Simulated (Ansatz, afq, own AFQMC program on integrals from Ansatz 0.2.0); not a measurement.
# GeH₄Br (doublet): quantum Monte Carlo beside coupled cluster at distance Br1–H2 along a hydrogen transfer = 1.677 Å, cc-pVTZ

Aim: compute GeH₄Br (doublet) with auxiliary-field quantum Monte Carlo on the same integrals as coupled cluster, and set the energies side by side.

Method: cc-pVTZ, frozen cores; program: Ansatz 0.2.0, Gaussian basis, and an in-house AFQMC program (afq) on its integrals; all values are calculated.

Plan: CCSD(T) on UHF; PBE (unrestricted); CCSD(T) on UHF; r2SCAN (unrestricted); PBE0 (unrestricted); B3LYP (unrestricted); CCSD(T) on UHF; wB97M-V (unrestricted); B2PLYP (unrestricted); Phaseless AFQMC, CISD trial on UHF.

## (1) What is computed

The geometry derives from fragments relaxed apart (PBE0/def2-TZVP) and kept rigid, so it is no stationary point. A hydrogen atom is moved between rigid fragments. No spin-orbit coupling is included. The filled d shell of Br, Ge may be among the frozen orbitals whatever the setting's name suggests; the logs give the count.

6 atoms, charge 0, spin multiplicity 2.

Atoms are counted from 1 here; the program's logs count them from 0.

Bond lengths: Br1–H2 1.677 Å, H2–Ge3 1.722 Å, Ge3–H4 1.539 Å, Ge3–H5 1.539 Å, Ge3–H6 1.539 Å. Angles: Br1–H2–Ge3 180.0°, H2–Ge3–H4 107.7°, H2–Ge3–H5 107.7°, H2–Ge3–H6 107.7°, H4–Ge3–H5 111.2°, H4–Ge3–H6 111.2°, H5–Ge3–H6 111.2°.

## (2) CCSD(T) on UHF

Contents of in.yaml:

```yaml
crystal:
  periodic: [false, false, false]
  atoms:
    - {symbol: Br, position_ang: [-1.662383, 0.000000, -0.000001]}
    - {symbol: H, position_ang: [0.014617, 0.000000, 0.000000]}
    - {symbol: Ge, position_ang: [1.736617, 0.000000, 0.000001]}
    - {symbol: H, position_ang: [2.205286, -1.465915, 0.000001]}
    - {symbol: H, position_ang: [2.205287, 0.732957, -1.269519]}
    - {symbol: H, position_ang: [2.205286, 0.732957, 1.269520]}
basis:
  gaussian: {orbitals: cc-pVTZ}
magnetization: {spin_polarized: true, initial_magnetization: 1}
correlation: {method: ccsd_t, electrons: outside_noble_gas, hamiltonian_folder: ham}
```

The run is started by

```sh
ansatz run in.yaml --threads 1 --pin off --events-out ev --progress --plain --max-ram 16896MiB --backend cuda --devices 0, --max-vram 18GiB
```

Log, shortened:

```text
Functional definition: HF
  name "HF"
  cite "Fock, Z. Phys. 61, 126 (1930) doi:10.1007/BF01340294"
  parent pbe
[...]
860 factors; integrals over basis functions are off by at most 1.1e-3 eV
[...]
mean field -126536.83457575 eV, -4650.1429009118 hartree, gradient 3.2e-6 eV, S^2 0.780489; 1 other end points of the search recorded, 0 dependent functions left out
determinant -126536.83457575 eV, -4650.1429009118 hartree, with singles and doubles -126546.18118701 eV, -4650.4863825401 hartree
determinant -126534.88543398 eV, -4650.0712712729 hartree, with singles and doubles -126544.16512087 eV, -4650.4122934762 hartree
28 core orbitals not correlated: weight in the atoms' cores, before any rotation towards them, 1.000 or more for the frozen orbitals, at most 0.000 for the correlated occupied ones
reference -126536.83457575 eV, -4650.1429009118 hartree; 8, 7 occupied and 106, 107 virtual orbitals, 860 factors
second order -8.01053865 eV of doubles, -0.00000000 eV of singles
cycle   1  -9.19943569 eV  change   -4.8e-1 eV  update   2.0e-2
[...]
cycle   8  -9.21440621 eV  change   -2.1e-6 eV  update   1.5e-5
perturbative correction -0.30208142 eV, -0.0111012873 hartree
Total energy: -126546.35106338 eV, -4650.4926253815 hartree
```

Wall time 7.5 s (1 × NVIDIA H100 80GB HBM3 with 1 thread of AMD EPYC 7R13 (Zen 3), shared host); peak host memory 2.1 GiB.

From the report: ⟨S²⟩ of the determinant 0.780 (pure doublet: 0.75); correlation -9.5165 eV; T1 0.014; largest double amplitude 0.03.

This run also writes the integrals to the folder ham.

## (3) PBE (unrestricted)

Changes to in.yaml since step 2:

```diff
@@ -12,2 +12,3 @@
 magnetization: {spin_polarized: true, initial_magnetization: 1}
-correlation: {method: ccsd_t, electrons: outside_noble_gas, hamiltonian_folder: ham}
+hamiltonian: {xc: {name: PBE}}
+output: {orbitals: {seedname: orbitals}}
```

The run is started by

```sh
ansatz run in.yaml --threads 1 --pin off --events-out ev --progress --plain --max-ram 5632MiB --backend cpu
```

Log:

```text
Functional definition: PBE
  name "PBE"
  cite "Perdew, Burke & Ernzerhof, Phys. Rev. Lett. 77, 3865 (1996) doi:10.1103/PhysRevLett.77.3865"
  parent pbe
  parameter kappa = 0.804
  parameter beta = 0.06672455060314922
  exchange = pbe_x(kappa = kappa, mu = beta*pi^2/3)
  correlation = pbe_c(beta = beta)
971 factors; their error is unknown
mean field evaluation 1: about -126610.4567 eV, gradient 1.6e1 eV
mean field evaluation 2: about -126610.8883 eV, gradient 1.4e1 eV
mean field evaluation 4: about -126611.3650 eV, gradient 7.7e-1 eV
mean field evaluation 8: about -126611.3605 eV, gradient 1.2e-1 eV
mean field evaluation 16: about -126611.3606 eV, gradient 1.7e-5 eV
mean field evaluation 32: about -126611.3606 eV, gradient 1.7e-5 eV
mean field -126611.36055719 eV, -4652.8816802142 hartree, gradient 1.7e-5 eV, S^2 0.752044; 3 other end points of the search recorded, 0 dependent functions left out
reference -126611.36059608 eV, -4652.8816816434 hartree; 36, 35 occupied and 106, 107 virtual orbitals, 971 factors
Total energy: -126611.36059608 eV, -4652.8816816434 hartree
```

It took 9 s on 1 thread of AMD EPYC 7R13 (Zen 3), shared host; peak memory 2.1 GiB.

From the report: ⟨S²⟩ of the determinant 0.752 (pure doublet: 0.75).

## (4) CCSD(T) on UHF

Changes to in.yaml since step 3:

```diff
@@ -10,5 +10,4 @@
 basis:
-  gaussian: {orbitals: cc-pVTZ}
+  gaussian: {orbitals: def2-TZVPP}
 magnetization: {spin_polarized: true, initial_magnetization: 1}
-hamiltonian: {xc: {name: PBE}}
-output: {orbitals: {seedname: orbitals}}
+correlation: {method: ccsd_t, electrons: outside_noble_gas}
```

The run is started by

```sh
ansatz run in.yaml --threads 1 --pin off --events-out ev --progress --plain --max-ram 16896MiB --backend cuda --devices 0, --max-vram 18GiB
```

Log, shortened:

```text
Functional definition: HF
  name "HF"
  cite "Fock, Z. Phys. 61, 126 (1930) doi:10.1007/BF01340294"
  parent pbe
[...]
945 factors; integrals over basis functions are off by at most 1.3e-3 eV
[...]
mean field -126534.49600392 eV, -4650.0569599823 hartree, gradient 4.3e-6 eV, S^2 0.780569; 1 other end points of the search recorded, 0 dependent functions left out
determinant -126534.49600392 eV, -4650.0569599823 hartree, with singles and doubles -126543.89085431 eV, -4650.4022143659 hartree
determinant -126532.54849515 eV, -4649.9853903549 hartree, with singles and doubles -126541.87087656 eV, -4650.3279815530 hartree
28 core orbitals not correlated: weight in the atoms' cores, before any rotation towards them, 1.000 or more for the frozen orbitals, at most 0.000 for the correlated occupied ones
reference -126534.49600392 eV, -4650.0569599823 hartree; 8, 7 occupied and 116, 117 virtual orbitals, 945 factors
second order -8.05591301 eV of doubles, -0.00000000 eV of singles
cycle   1  -9.23772417 eV  change   -4.9e-1 eV  update   2.0e-2
[...]
cycle   8  -9.25248269 eV  change   -5.9e-7 eV  update   1.4e-5
perturbative correction -0.30809219 eV, -0.0113221793 hartree
Total energy: -126544.05657881 eV, -4650.4083046289 hartree
```

It took 7 s on 1 × NVIDIA H100 80GB HBM3 with 1 thread of AMD EPYC 7R13 (Zen 3), shared host; peak host memory 2.1 GiB.

From the report: ⟨S²⟩ of the determinant 0.781 (pure doublet: 0.75); correlation -9.5606 eV; T1 0.014; largest double amplitude 0.04.

## (5) r2SCAN (unrestricted)

Changes to in.yaml since step 4:

```diff
@@ -10,4 +10,4 @@
 basis:
-  gaussian: {orbitals: def2-TZVPP}
+  gaussian: {orbitals: cc-pVTZ}
 magnetization: {spin_polarized: true, initial_magnetization: 1}
-correlation: {method: ccsd_t, electrons: outside_noble_gas}
+hamiltonian: {xc: {name: r2SCAN}}
```

The run is started by

```sh
ansatz run in.yaml --threads 1 --pin off --events-out ev --progress --plain --max-ram 5632MiB --backend cpu
```

Log:

```text
Functional definition: r2SCAN
  name "r2SCAN"
  cite "Furness, Kaplan, Ning, Perdew & Sun, J. Phys. Chem. Lett. 11, 8208 (2020) doi:10.1021/acs.jpclett.0c02405"
  cite "Furness, Kaplan, Ning, Perdew & Sun, J. Phys. Chem. Lett. 11, 9248 (2020) doi:10.1021/acs.jpclett.0c03077"
  parent r2scan
  parameter k0 = 0.174
  parameter k1 = 0.065
  parameter a1 = 4.9479
  exchange = r2scan_x(k0 = k0, k1 = k1, a1 = a1)
  correlation = r2scan_c
971 factors; their error is unknown
mean field evaluation 1: about -126629.4767 eV, gradient 1.2e1 eV
mean field evaluation 2: about -126629.8155 eV, gradient 9.2e0 eV
mean field evaluation 4: about -126630.0129 eV, gradient 4.2e-1 eV
mean field evaluation 8: about -126630.0073 eV, gradient 1.2e-1 eV
mean field evaluation 16: about -126630.0074 eV, gradient 9.0e-5 eV
mean field -126630.00738778 eV, -4653.5669385990 hartree, gradient 9.0e-5 eV, S^2 0.755368; 0 other end points of the search recorded, 0 dependent functions left out
reference -126630.00740156 eV, -4653.5669391054 hartree; 36, 35 occupied and 106, 107 virtual orbitals, 971 factors
Total energy: -126630.00740156 eV, -4653.5669391054 hartree
```

Wall time 8.5 s (1 thread of AMD EPYC 7R13 (Zen 3), shared host); peak memory 2.1 GiB.

From the report: ⟨S²⟩ of the determinant 0.755 (pure doublet: 0.75).

## (6) PBE0 (unrestricted)

Changes to in.yaml since step 5:

```diff
@@ -12,2 +12,3 @@
 magnetization: {spin_polarized: true, initial_magnetization: 1}
-hamiltonian: {xc: {name: r2SCAN}}
+hamiltonian: {xc: {name: PBE0}}
+output: {orbitals: {seedname: orbitals}}
```

Same command.

Log:

```text
Functional definition: PBE0
  name "PBE0"
  cite "Adamo & Barone, J. Chem. Phys. 110, 6158 (1999) doi:10.1063/1.478522"
  cite "Perdew, Burke & Ernzerhof, Phys. Rev. Lett. 77, 3865 (1996) doi:10.1103/PhysRevLett.77.3865"
  parent pbe
  parameter a = 0.25
  parameter kappa = 0.804
  parameter beta = 0.06672455060314922
  exchange = (1 - a)*pbe_x(kappa = kappa, mu = beta*pi^2/3) + a*exact_x
  correlation = pbe_c(beta = beta)
1067 factors; their error is unknown
mean field evaluation 1: about -126614.5935 eV, gradient 1.0e1 eV
mean field evaluation 2: about -126614.7893 eV, gradient 7.5e0 eV
mean field evaluation 4: about -126614.9103 eV, gradient 3.5e-1 eV
mean field evaluation 8: about -126615.3405 eV, gradient 3.0e-1 eV
mean field evaluation 16: about -126615.3407 eV, gradient 4.4e-5 eV
mean field -126615.34067800 eV, -4653.0279469563 hartree, gradient 4.4e-5 eV, S^2 0.755427; 0 other end points of the search recorded, 0 dependent functions left out
reference -126615.34070742 eV, -4653.0279480372 hartree; 36, 35 occupied and 106, 107 virtual orbitals, 1067 factors
Total energy: -126615.34070742 eV, -4653.0279480372 hartree
```

It took 6 s on 1 thread of AMD EPYC 7R13 (Zen 3), shared host; peak memory 2.1 GiB.

From the report: ⟨S²⟩ of the determinant 0.755 (pure doublet: 0.75).

## (7) B3LYP (unrestricted)

Changes to in.yaml since step 6:

```diff
@@ -12,3 +12,2 @@
 magnetization: {spin_polarized: true, initial_magnetization: 1}
-hamiltonian: {xc: {name: PBE0}}
-output: {orbitals: {seedname: orbitals}}
+hamiltonian: {xc: {name: B3LYP}}
```

Launched as before.

Log, shortened:

```text
Functional definition: B3LYP
  name "B3LYP"
  cite "Stephens, Devlin, Chabalowski & Frisch, J. Phys. Chem. 98, 11623 (1994) doi:10.1021/j100096a001"
  cite "Becke, Phys. Rev. A 38, 3098 (1988) doi:10.1103/PhysRevA.38.3098"
  cite "Lee, Yang & Parr, Phys. Rev. B 37, 785 (1988) doi:10.1103/PhysRevB.37.785"
  cite "Vosko, Wilk & Nusair, Can. J. Phys. 58, 1200 (1980) doi:10.1139/p80-159"
[...]
1058 factors; their error is unknown
[...]
mean field -126633.02065487 eV, -4653.6776741222 hartree, gradient 3.6e-5 eV, S^2 0.753613; 0 other end points of the search recorded, 0 dependent functions left out
reference -126633.02090200 eV, -4653.6776832040 hartree; 36, 35 occupied and 106, 107 virtual orbitals, 1058 factors
Total energy: -126633.02090200 eV, -4653.6776832040 hartree
```

Run time: 6 s. Hardware: 1 thread of AMD EPYC 7R13 (Zen 3), shared host; peak memory 2.1 GiB.

From the report: ⟨S²⟩ of the determinant 0.754 (pure doublet: 0.75).

## (8) CCSD(T) on UHF

Changes to in.yaml since step 7:

```diff
@@ -10,4 +10,4 @@
 basis:
-  gaussian: {orbitals: cc-pVTZ}
+  gaussian: {orbitals: "def2-QZVPP.json"}
 magnetization: {spin_polarized: true, initial_magnetization: 1}
-hamiltonian: {xc: {name: B3LYP}}
+correlation: {method: ccsd_t, electrons: outside_noble_gas}
```

The run is started by

```sh
ansatz run in.yaml --threads 1 --pin off --events-out ev --progress --plain --max-ram 16896MiB --backend cuda --devices 0, --max-vram 18GiB
```

Log, shortened:

```text
Functional definition: HF
  name "HF"
  cite "Fock, Z. Phys. 61, 126 (1930) doi:10.1007/BF01340294"
  parent pbe
[...]
1891 factors; integrals over basis functions are off by at most 1.1e-3 eV
[...]
mean field -126537.00615811 eV, -4650.1492064473 hartree, gradient 6.7e-6 eV, S^2 0.781010; 2 other end points of the search recorded, 0 dependent functions left out
determinant -126537.00615811 eV, -4650.1492064473 hartree, with singles and doubles -126547.12780763 eV, -4650.5211702066 hartree
determinant -126535.05891666 eV, -4650.0776466439 hartree, with singles and doubles -126545.09484793 eV, -4650.4464603154 hartree
28 core orbitals not correlated: weight in the atoms' cores, before any rotation towards them, 1.000 or more for the frozen orbitals, at most 0.000 for the correlated occupied ones
reference -126537.00615811 eV, -4650.1492064473 hartree; 8, 7 occupied and 262, 263 virtual orbitals, 1891 factors
second order -8.75757847 eV of doubles, -0.00000000 eV of singles
cycle   1  -9.84880498 eV  change   -9.3e-1 eV  update   2.4e-2
[...]
cycle   9  -9.87636203 eV  change    1.0e-5 eV  update   7.8e-6
perturbative correction -0.36025429 eV, -0.0132391010 hartree
Total energy: -126547.24277443 eV, -4650.5253951584 hartree
```

It took 21 s on 1 × NVIDIA H100 80GB HBM3 with 1 thread of AMD EPYC 7R13 (Zen 3), shared host; peak host memory 2.1 GiB.

From the report: ⟨S²⟩ of the determinant 0.781 (pure doublet: 0.75); correlation -10.2366 eV; T1 0.014; largest double amplitude 0.04.

## (9) wB97M-V (unrestricted)

Changes to in.yaml since step 8:

```diff
@@ -10,4 +10,5 @@
 basis:
-  gaussian: {orbitals: "def2-QZVPP.json"}
+  gaussian: {orbitals: cc-pVTZ}
 magnetization: {spin_polarized: true, initial_magnetization: 1}
-correlation: {method: ccsd_t, electrons: outside_noble_gas}
+hamiltonian: {xc: {name: wB97M-V}}
+output: {orbitals: {seedname: orbitals}}
```

The run is started by

```sh
ansatz run in.yaml --threads 1 --pin off --events-out ev --progress --plain --max-ram 5632MiB --backend cpu
```

Log, shortened:

```text
Functional definition: wB97M-V
  name "wB97M-V"
  cite "Mardirossian & Head-Gordon, J. Chem. Phys. 144, 214110 (2016) doi:10.1063/1.4952647"
  cite "Becke, J. Chem. Phys. 107, 8554 (1997) doi:10.1063/1.475007"
  cite "Vydrov & Van Voorhis, J. Chem. Phys. 133, 244103 (2010) doi:10.1063/1.3521275"
  # Of w^i u^j: cxij and so on, Table III.
[...]
  gx(w, u) = 1 - cx + cx01*u + cx10*w
  gss(w, u) = css00 + css04*u^4 + css10*w + css20*w^2 + css43*w^4*u^3
  gos(w, u) = cos00 + cos10*w + (cos20 + cos21*u)*w^2 + (cos60 + cos61*u)*w^6
[...]
      + integral(e_c_pw_mod_opposite_spin*gos(b97_w_opposite, b97_u_opposite)) + vv10(b, c)
1043 factors; their error is unknown
205 factors; integrals over basis functions are off by at most 3.9e-5 eV
[...]
mean field -126622.98985582 eV, -4653.3090490564 hartree, gradient 5.1e-5 eV, S^2 0.756337; 0 other end points of the search recorded, 0 dependent functions left out
reference -126622.98990134 eV, -4653.3090507289 hartree; 36, 35 occupied and 106, 107 virtual orbitals, 1043 factors
Total energy: -126622.98990134 eV, -4653.3090507289 hartree
```

Run time: 20 s. Hardware: 1 thread of AMD EPYC 7R13 (Zen 3), shared host; peak memory 2.1 GiB.

From the report: ⟨S²⟩ of the determinant 0.756 (pure doublet: 0.75).

## (10) B2PLYP (unrestricted)

Changes to in.yaml since step 9:

```diff
@@ -12,3 +12,3 @@
 magnetization: {spin_polarized: true, initial_magnetization: 1}
-hamiltonian: {xc: {name: wB97M-V}}
-output: {orbitals: {seedname: orbitals}}
+hamiltonian: {xc: {name: B2PLYP}}
+correlation: {electrons: outside_noble_gas}
```

Same command.

Log, shortened:

```text
Functional definition: B2PLYP
  name "B2PLYP"
  cite "Grimme, J. Chem. Phys. 124, 034108 (2006) doi:10.1063/1.2148954"
  cite "Becke, Phys. Rev. A 38, 3098 (1988) doi:10.1103/PhysRevA.38.3098"
  cite "Lee, Yang & Parr, Phys. Rev. B 37, 785 (1988) doi:10.1103/PhysRevB.37.785"
[...]
860 factors; integrals over basis functions are off by at most 1.1e-3 eV
[...]
mean field -126605.17037551 eV, -4652.6541952334 hartree, gradient 3.8e-6 eV, S^2 0.761230; 0 other end points of the search recorded, 0 dependent functions left out
28 core orbitals not correlated: weight in the atoms' cores, before any rotation towards them, 0.999 or more for the frozen orbitals, at most 0.000 for the correlated occupied ones
reference -126605.17053254 eV, -4652.6542010040 hartree; 8, 7 occupied and 106, 107 virtual orbitals, 860 factors
second order -9.86034363 eV of doubles, -0.00000000 eV of singles
Total energy: -126607.83282532 eV, -4652.7520384590 hartree
```

It took 8 s on 1 thread of AMD EPYC 7R13 (Zen 3), shared host; peak memory 2.1 GiB.

From the report: ⟨S²⟩ of the determinant 0.761 (pure doublet: 0.75).

## (11) Phaseless AFQMC, CISD trial on UHF

It reads the integrals that the CCSD(T) run on this determinant wrote.

The run is started by

```sh
afq ham --method phaseless --trial cisd --walkers 600 --populations 10 --least-time 60 --time-step 0.005 --steps-per-block 50 --equilibration-blocks 28 --max-blocks 4000 --target-error 0.00023 --factor-cut 1e-05 --start spin_pure --seed 482 --release-times 0.24,0.51,0.99,1.5 --release-step 0.03 --release-every 4 --taylor-order 6
```

Log:

```text
orbitals 114  electrons 8 7  factors 755 of 860
reference energy -4650.14290091 Eh
CCSD correlation -0.33862336 Eh in 11 cycles, weight of the determinant in the CISD state 0.8496
energy of the start -4650.479815 Eh
 block  time / (1/Eh)  mean weight  energy / Eh
     1     0.250  1.0009  -4650.473621
     2     0.500  0.9992  -4650.477362
     3     0.750  1.0006  -4650.482000
     4     1.000  0.9995  -4650.484704
     5     1.250  1.0001  -4650.486316
     6     1.500  0.9997  -4650.488290
     7     1.750  1.0008  -4650.491181
     8     2.000  1.0005  -4650.493062
     9     2.250  1.0004  -4650.494565
    10     2.500  0.9992  -4650.494038
    13     3.250  0.9999  -4650.492654
    16     4.000  1.0005  -4650.492631
    19     4.750  0.9971  -4650.492696
    22     5.500  1.0001  -4650.494777
    25     6.250  0.9995  -4650.493781
    28     7.000  1.0002  -4650.492439
    31     7.750  0.9995  -4650.492485
    34     8.500  1.0008  -4650.493698
    37     9.250  0.9993  -4650.490190
    40    10.000  1.0001  -4650.493132
    43    10.750  0.9986  -4650.491267
    46    11.500  0.9993  -4650.492827
    49    12.250  1.0000  -4650.495470
    52    13.000  0.9997  -4650.494906
    55    13.750  0.9997  -4650.495712
    58    14.500  0.9998  -4650.494721
    61    15.250  1.0003  -4650.494514
    64    16.000  1.0008  -4650.494625
    67    16.750  0.9990  -4650.494756
    70    17.500  0.9996  -4650.494602
    73    18.250  0.9999  -4650.496632
    76    19.000  0.9997  -4650.496593
    79    19.750  1.0000  -4650.494526
    82    20.500  1.0008  -4650.493601
    85    21.250  1.0003  -4650.492558
    88    22.000  1.0001  -4650.492878
    91    22.750  1.0002  -4650.493674
    94    23.500  0.9995  -4650.492844
    97    24.250  1.0005  -4650.493728
   100    25.000  0.9997  -4650.493630
   103    25.750  0.9995  -4650.495433
   106    26.500  1.0000  -4650.492708
   109    27.250  0.9984  -4650.493220
   112    28.000  0.9999  -4650.493220
   115    28.750  0.9998  -4650.494245
   118    29.500  0.9998  -4650.491549
   121    30.250  1.0005  -4650.493140
   124    31.000  0.9997  -4650.492947
   127    31.750  1.0008  -4650.491175
   130    32.500  1.0003  -4650.493700
   133    33.250  1.0007  -4650.494898
   136    34.000  1.0005  -4650.492735
   139    34.750  1.0001  -4650.493382
   142    35.500  0.9996  -4650.492553
   145    36.250  0.9995  -4650.496265
   148    37.000  0.9998  -4650.494571
   151    37.750  1.0000  -4650.494111
   154    38.500  1.0003  -4650.492152
error from the spread of 10 populations
released: time / (1/Eh)  energy / Eh  error  mean overlap
  0.24  -4650.493960  0.000287  0.9982
  0.51  -4650.494546  0.000181  0.9889
  0.99  -4650.494434  0.000235  0.9875
  1.50  -4650.494581  0.000356  0.9860
energy -4650.493668 +/- 0.000296 Eh
```

Run time: 2.8 min. Hardware: 1 × NVIDIA H100 80GB HBM3 with 2 threads of AMD EPYC 7R13 (Zen 3), shared host; peak host memory 2.1 GiB.

Energy -126546.3794 ± 0.0080 eV. Caveats: constraint bias not in the error.

## (12) All levels side by side

On the UHF determinant, counted from CCSD(T) (a yardstick, not exact):

```tsv
level	energy (eV)	from CCSD(T) (kcal/mol)	statistical error (kcal/mol)	time
HF	-126536.8346	+219.46		
MP2	-126544.8451	+34.73		
CCSD	-126546.0490	+6.97		
CCSD(T)	-126546.3511	0.00		
Phaseless AFQMC, CISD trial, step 0.005, 600 walkers	-126546.3794	-0.65	0.19	2.8 min
```

The functionals' totals stand on their own zeros and serve differences with other points: PBE -126611.361 eV; r2SCAN -126630.007 eV; PBE0 -126615.341 eV; B3LYP -126633.021 eV; wB97M-V -126622.990 eV; B2PLYP -126607.833 eV.

## (13) Outcome

| quantity | value |
| --- | --- |
| Phaseless AFQMC, CISD trial on UHF from CCSD(T) | -0.65 ± 0.19 kcal/mol |

**Reading.** On UHF the phaseless walk with the CISD trial lies -0.65 kcal/mol from CCSD(T), 4 times its error bar. Error bars are statistical and leave out the constraint, the time step and what remains of the start.
